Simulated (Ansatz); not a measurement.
# LuNiSn: a single-point run

The task is a single-point run on LuNiSn. The structure is shown as the input types it.

Method: Kohn-Sham DFT, with the functional, basis and potentials that each input names (as first typed), in Ansatz 0.2.0.

9 further runs of the same task are left out: 5 that didn't finish, 4 set aside as unsound or not needed. Runs told in other sessions of the task aren't counted.

**1. The starting structure**

It takes space group Pnma (No. 62, orthorhombic). Conventional cell: a = 6.879 Å, b = 4.354 Å, c = 7.512 Å, α = 90.00°, β = 90.00°, γ = 90.00°. Lu (site symmetry m) has 6 Ni at 2.87 to 3.30 Å and 6 Sn at 3.04 to 3.15 Å in its first shell of neighbours. Around Ni (site symmetry m) lie 4 Sn at 2.54 to 2.70 Å and 1 Lu at 2.87 Å. Around Sn (site symmetry m) lie 4 Ni at 2.54 to 2.70 Å.

Coordinates:

```
Lu Ni Sn
1.0
     6.87920    4.35398    0.00000
    -6.87920    4.35398    0.00000
     0.00000   -4.35398    7.51195
Lu Ni Sn
8 8 8
Direct
  0.98013 0.46706 0.69719
  0.48013 0.96706 0.69719
  0.78294 0.76987 0.80281
  0.28294 0.26987 0.80281
  0.71706 0.73013 0.19719
  0.21706 0.23013 0.19719
  0.51987 0.03294 0.30281
  0.01987 0.53294 0.30281
  0.52235 0.31466 0.58701
  0.02235 0.81466 0.58701
  0.93534 0.22765 0.91299
  0.43534 0.72765 0.91299
  0.56466 0.27235 0.08701
  0.06466 0.77235 0.08701
  0.97765 0.18534 0.41299
  0.47765 0.68534 0.41299
  0.82543 0.01014 0.58557
  0.32543 0.51014 0.58557
  0.73986 0.42457 0.91443
  0.23986 0.92457 0.91443
  0.76014 0.07543 0.08557
  0.26014 0.57543 0.08557
  0.67457 0.48986 0.41443
  0.17457 0.98986 0.41443
```

**2. Running it**

Contents of input.yaml:

```yaml
crystal:
  lattice:
    - [6.8792024379, 4.3539847405, 0.0]
    - [-6.8792024379, 4.3539847405, 0.0]
    - [0.0, -4.3539847405, 7.5119516932]
  atoms:
    - { symbol: Lu, position: [0.9801288237, 0.4670649537, 0.6971937774] }
    - { symbol: Lu, position: [0.4801288237, 0.9670649537, 0.6971937774] }
    - { symbol: Lu, position: [0.7829350463, 0.7698711763, 0.8028062226] }
    - { symbol: Lu, position: [0.2829350463, 0.2698711763, 0.8028062226] }
    - { symbol: Lu, position: [0.7170649537, 0.7301288237, 0.1971937774] }
    - { symbol: Lu, position: [0.2170649537, 0.2301288237, 0.1971937774] }
    - { symbol: Lu, position: [0.5198711763, 0.0329350463, 0.3028062226] }
    - { symbol: Lu, position: [0.0198711763, 0.5329350463, 0.3028062226] }
    - { symbol: Ni, position: [0.522352161, 0.3146558305, 0.5870079914] }
    - { symbol: Ni, position: [0.022352161, 0.8146558305, 0.5870079914] }
    - { symbol: Ni, position: [0.9353441695, 0.227647839, 0.9129920086] }
    - { symbol: Ni, position: [0.4353441695, 0.727647839, 0.9129920086] }
    - { symbol: Ni, position: [0.5646558305, 0.272352161, 0.0870079914] }
    - { symbol: Ni, position: [0.0646558305, 0.772352161, 0.0870079914] }
    - { symbol: Ni, position: [0.977647839, 0.1853441695, 0.4129920086] }
    - { symbol: Ni, position: [0.477647839, 0.6853441695, 0.4129920086] }
    - { symbol: Sn, position: [0.8254286157, 0.010142165, 0.5855707807] }
    - { symbol: Sn, position: [0.3254286157, 0.510142165, 0.5855707807] }
    - { symbol: Sn, position: [0.739857835, 0.4245713843, 0.9144292193] }
    - { symbol: Sn, position: [0.239857835, 0.9245713843, 0.9144292193] }
    - { symbol: Sn, position: [0.760142165, 0.0754286157, 0.0855707807] }
    - { symbol: Sn, position: [0.260142165, 0.5754286157, 0.0855707807] }
    - { symbol: Sn, position: [0.6745713843, 0.489857835, 0.4144292193] }
    - { symbol: Sn, position: [0.1745713843, 0.989857835, 0.4144292193] }
basis:
  ecutwfc: 420
kpoints:
  mp_grid: { grid: [4, 4, 4] }
hamiltonian:
  xc: pbesol
  hubbard: { sites: [{ species: Ni, l: d, u_eff: 20.0 }] }
scf:
  occupations: { method: gaussian, width: 0.05 }
  max_iter: 80
output:
  forces: true
  eigenvalues: true
  stress: true
```

Started as:

```console
> ansatz run input.yaml --threads 8 --pin off --max-ram 14336MiB --backend cpu --events-out ev --progress --plain --runs-dir out
```

Q: Will this input give a usable result? If not, why, and what should change?

The program finished normally, with warnings (filled band counts differ across k points). Convergence says nothing about whether the input makes sense.

Look at the input: hamiltonian.hubbard.sites is [{species: Ni, l: d, u_eff: 20.0}]. The U is far outside the few eV that correlated shells need; it reshapes the shell's occupations.

Run again and compare: delete hamiltonian.hubbard.sites.
